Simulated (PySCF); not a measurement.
**From one method to the next for TlCd**

Starting from one script, swap the method and compare what comes out for TlCd.

Method: method and basis as typed in the scripts; program: PySCF 2.14.0.

3 further runs of the same task are left out: 1 for a known fault of the program, 2 that didn't finish.

**1. The system as given**

TlCd: 2 atoms, charge 0, spin multiplicity 2.

Bond lengths: Tl1–Cd2 2.830 Å.

**2. The run that the others are compared with**

Contents of input.py:

```python
from pyscf import gto, scf, mp

mol = gto.M(
    atom='Tl 0 0 0; Cd 0 0 2.83',
    basis='sbkjc',
    ecp={'Tl': 'sbkjc', 'Cd': 'sbkjc'},
    charge=0,
    spin=1,
    verbose=3,
)
mf = scf.UHF(mol)
mf.kernel()
mp.MP2(mf, frozen=4).kernel()
mf.dip_moment()
print('orbital energies (hartree):', [e[max(0, n-3):n+3].round(4) for e, n in zip(mf.mo_energy, mol.nelec)])
```

Started as:

```sh
OMP_NUM_THREADS=1 python input.py
```

**3. Gradient**

Run 1 changes step after the SCF: mp2 → gradient.

Edit input.py of step 2 so:

```diff
@@ -1,2 +1,2 @@
-from pyscf import gto, scf, mp
+from pyscf import gto, scf
 
@@ -12,3 +12,3 @@
 mf.kernel()
-mp.MP2(mf, frozen=4).kernel()
+mf.nuc_grad_method().kernel()
 mf.dip_moment()
```

**4. RHF**

Run 2 changes SCF type: UHF → RHF.

Contents of input.py:

```python
from pyscf import gto, scf, mp

mol = gto.M(
    atom='Tl 0 0 0; Cd 0 0 2.83',
    basis='sbkjc',
    ecp={'Tl': 'sbkjc', 'Cd': 'sbkjc'},
    charge=0,
    spin=1,
    verbose=3,
)
mf = scf.RHF(mol)
mf.kernel()
mp.MP2(mf, frozen=4).kernel()
mf.dip_moment()
print('orbital energies (hartree):', mf.mo_energy[..., max(0, mol.nelec[1]-3):mol.nelec[0]+3].round(4))
```

**5. ROHF**

Run 3 changes SCF type: UHF → ROHF.

Contents of input.py:

```python
from pyscf import gto, scf, mp

mol = gto.M(
    atom='Tl 0 0 0; Cd 0 0 2.83',
    basis='sbkjc',
    ecp={'Tl': 'sbkjc', 'Cd': 'sbkjc'},
    charge=0,
    spin=1,
    verbose=3,
)
mf = scf.ROHF(mol)
mf.kernel()
mp.MP2(mf, frozen=4).kernel()
mf.dip_moment()
print('orbital energies (hartree):', mf.mo_energy[..., max(0, mol.nelec[1]-3):mol.nelec[0]+3].round(4))
```

**6. TDHF**

Run 4 changes step after the SCF: mp2 → tddft; number of roots: none → 6.

Edit input.py of step 2 so:

```diff
@@ -1,2 +1,2 @@
-from pyscf import gto, scf, mp
+from pyscf import gto, scf, tdscf
 
@@ -12,3 +12,6 @@
 mf.kernel()
-mp.MP2(mf, frozen=4).kernel()
+td = tdscf.TDHF(mf)
+td.nstates = 6
+td.kernel()
+td.analyze(verbose=3)
 mf.dip_moment()
```

**7. Revtpss (UKS)**

Run 5 changes functional: none (Hartree–Fock) → revtpss; SCF type: UHF → UKS; step after the SCF: mp2 → analyze.

Edit input.py of step 2 so:

```diff
@@ -1,2 +1,2 @@
-from pyscf import gto, scf, mp
+from pyscf import gto, dft
 
@@ -10,5 +10,5 @@
 )
-mf = scf.UHF(mol)
+mf = dft.UKS(mol, xc='revtpss')
 mf.kernel()
-mp.MP2(mf, frozen=4).kernel()
+mf.mulliken_pop()
 mf.dip_moment()
```

**8. Population analysis**

Run 6 changes step after the SCF: mp2 → analyze.

Edit input.py of step 2 so:

```diff
@@ -1,2 +1,2 @@
-from pyscf import gto, scf, mp
+from pyscf import gto, scf
 
@@ -12,3 +12,3 @@
 mf.kernel()
-mp.MP2(mf, frozen=4).kernel()
+mf.mulliken_pop()
 mf.dip_moment()
```

**Question.** What will these runs give? Wanted: for each run, E(SCF); from base; SCF dipole; after the SCF.

**Answer**, as computed:

```
                run  E(SCF) (hartree)  from base (eV)  SCF dipole (D)                           after the SCF
               base       -337.719068               0            0.64  MP2 correlation -8.209 eV, core frozen
           gradient       -337.719068          0.0000            0.64                                     n/a
                RHF       -337.716216         +0.0776            0.56  MP2 correlation -8.319 eV, core frozen
               ROHF       -337.716216         +0.0776            0.56  MP2 correlation -8.319 eV, core frozen
               TDHF       -337.719068          0.0000            0.64               lowest root found 0.72 eV
      revtpss (UKS)       -339.159693  not comparable            0.02                                     n/a
population analysis       -337.719068          0.0000            0.64                                     n/a
```

In words: The largest comparable shift of the SCF energy, +0.078 eV, comes with the run “RHF”. Total energies of different functionals can't be compared with each other; differences within one functional can. The dearest run is “TDHF”, at 29 s against 2 s.
